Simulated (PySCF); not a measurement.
# C6H4F2: the cost of one run

Computed with PySCF 2.14.0 and routines of our own; the level stands in each step. Atoms count from 0.

## 1. The system as given

12 atoms, charge 0, multiplicity 1; geometry from: GFN2-xTB.

## 2. Relaxing the molecule at PBE0-D3(BJ)/def2-SVP

Job settings and geometry (Å):

```
{"job": {"xc": "PBE0", "basis": "def2-SVP", "d3": "d3bj", "grid": 2, "kind": "geom"}, "charge": 0, "multiplicity": 1}
C     -2.450707    -0.322091    -0.904854
C     -1.592041    -0.475965     0.300841
F     -2.252144    -0.981505     1.373337
C     -0.320987    -0.175084     0.399184
C      0.911707     0.110204     0.483267
C      2.138511     0.428386     0.557827
C      3.405317     0.732833     0.633333
F      4.382815    -0.148002     0.343070
H     -3.286294     0.340458    -0.677677
H     -1.875629     0.086333    -1.729987
H     -2.860284    -1.292056    -1.187907
H      3.800933     1.695801     0.927669
```

Command:

```sh
> OMP_NUM_THREADS=1 python excited_run.py task.json out
```

The driver reads the jobs from task.json and runs them one after another.

**Question.** How long does this first job take on 1 thread of AMD EPYC 9R45, shared host, and how much memory does it need?

About 44 s, with a peak of 0.65 GiB.
